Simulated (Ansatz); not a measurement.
**C₃H₁₀AgOP: vertical ionisation energy**

One table from this session's results is given with a row withheld; the runs are named, their logs left out.

Computed with Ansatz 0.2.0, Gaussian basis. Level: unrestricted cation, the program's frozen cores in correlated methods.

Levels to be run: UKS PBE-D4/def2-TZVPP; UKS r2SCAN-D4/def2-TZVPP; UKS PBE0-D4/def2-TZVPP; UKS B3LYP-D4/def2-TZVPP; UKS wB97X-V/def2-TZVPP; UKS wB97M-V/def2-TZVPP; UKS B2PLYP/def2-TZVPP; UHF-CCSD(T)/def2-TZVPP; UHF-MP2/def2-QZVPP; extrapolation to the limit; then −ε(HOMO) from the neutral's earlier runs with LDA (SPW92), PBE-D4, revPBE-D4, BLYP-D4, r2SCAN-D4, B97M-V, PBE0-D4, B3LYP-D4, r2SCANh-D4, r2SCAN0-D4, HSE06-D4, BHLYP-D4, CAM-B3LYP-D4, LC-ωPBE, ωB97X-V, ωB97M-V.

### The relaxed structure

An earlier PBE0-D4 in a triple-zeta def2 set relaxation fixed the geometry. Ag takes the def2 core potential; no spin-orbit term is included.

SMILES `C[P+](C)(C)[Ag-][OH]`, 16 atoms, charge 0, spin multiplicity 1.

Atoms are counted from 1 here; the program's logs count them from 0.

Bond lengths: C1–P2 1.820 Å, C1–H7 1.091 Å, C1–H8 1.093 Å, C1–H9 1.091 Å, P2–C3 1.820 Å, P2–C4 1.820 Å, P2–Ag5 2.293 Å, C3–H10 1.091 Å, C3–H11 1.093 Å, C3–H12 1.091 Å, C4–H13 1.091 Å, C4–H14 1.093 Å, C4–H15 1.091 Å, Ag5–O6 1.989 Å, O6–H16 0.959 Å. Angles: P2–C1–H7 109.4°, P2–C1–H8 111.2°, P2–C1–H9 109.4°, H7–C1–H8 109.3°, H7–C1–H9 108.0°, H8–C1–H9 109.3°, C1–P2–C3 102.9°, C1–P2–C4 102.9°, C1–P2–Ag5 114.9°, C3–P2–C4 102.9°, C3–P2–Ag5 115.6°, C4–P2–Ag5 115.7°, P2–C3–H10 109.4°, P2–C3–H11 111.3°, P2–C3–H12 109.4°, H10–C3–H11 109.3°, H10–C3–H12 108.0°, H11–C3–H12 109.4° and more.

The first run:

Contents of in.yaml:

```yaml
crystal:
  periodic: [false, false, false]
  atoms:
    - {symbol: C, position_ang: [-0.484615, -1.527639, 0.802822]}
    - {symbol: P, position_ang: [0.041293, -0.003162, -0.039835]}
    - {symbol: C, position_ang: [1.856668, -0.094247, 0.048179]}
    - {symbol: C, position_ang: [-0.298481, -0.367860, -1.790039]}
    - {symbol: Ag, position_ang: [-0.895516, 1.924265, 0.776137]}
    - {symbol: O, position_ang: [-1.641925, 3.650701, 1.422879]}
    - {symbol: H, position_ang: [-0.230292, -1.463041, 1.861776]}
    - {symbol: H, position_ang: [-0.002565, -2.406873, 0.368010]}
    - {symbol: H, position_ang: [-1.567497, -1.632417, 0.721046]}
    - {symbol: H, position_ang: [2.289176, 0.730955, -0.519643]}
    - {symbol: H, position_ang: [2.227035, -1.041473, -0.351983]}
    - {symbol: H, position_ang: [2.174292, 0.008531, 1.086845]}
    - {symbol: H, position_ang: [0.073718, 0.449477, -2.409584]}
    - {symbol: H, position_ang: [0.175812, -1.302191, -2.100899]}
    - {symbol: H, position_ang: [-1.376384, -0.441482, -1.941721]}
    - {symbol: H, position_ang: [-2.340729, 3.516466, 2.066003]}
basis:
  gaussian: {orbitals: def2-TZVPP}
total_charge: 1
magnetization: {spin_polarized: true, initial_magnetization: 1}
hamiltonian: {xc: pbe, dispersion: d4}
```

Among the steps run: Cation, UKS PBE-D4/def2-TZVPP; Cation, UKS r2SCAN-D4/def2-TZVPP; Cation, UKS PBE0-D4/def2-TZVPP; Cation, UKS B3LYP-D4/def2-TZVPP; Cation, UKS wB97X-V/def2-TZVPP; Cation, UKS wB97M-V/def2-TZVPP; Cation, UKS B2PLYP (frozen core)/def2-TZVPP; Cation, UHF-CCSD(T)/def2-TZVPP; Cation, UHF-MP2/def2-QZVPP.

One table of the session follows, with a row left open; its other results are not shown here.

It belongs to the step «Ionisation energies side by side». Orbital estimates, from the neutral's runs:

| functional | −ε(HOMO) (eV) |
| --- | --- |
| LDA (SPW92) | 4.78 |
| PBE-D4 | 4.53 |
| revPBE-D4 | 4.44 |
| BLYP-D4 | 4.45 |
| r2SCAN-D4 | ? |
| B97M-V | 4.80 |
| PBE0-D4 | 5.90 |
| B3LYP-D4 | 5.70 |
| r2SCANh-D4 | 5.27 |
| r2SCAN0-D4 | 6.09 |
| HSE06-D4 | 5.50 |
| BHLYP-D4 | 7.30 |
| CAM-B3LYP-D4 | 7.36 |
| LC-ωPBE | 8.64 |
| ωB97X-V | 8.33 |
| ωB97M-V | 8.33 |

**Question.** Estimate the row for r2SCAN-D4.

Worked estimate for «−ε(HOMO) (eV)». Against the share of exact exchange, r2SCANh-D4 (0.1, 5.27), r2SCAN0-D4 (0.25, 6.09) give a slope of 5.47 per unit share; at 0 the line stands at 4.72.

The run gave: −ε(HOMO) (eV): 4.74. In «−ε(HOMO) (eV)» the line misses by -0.02.
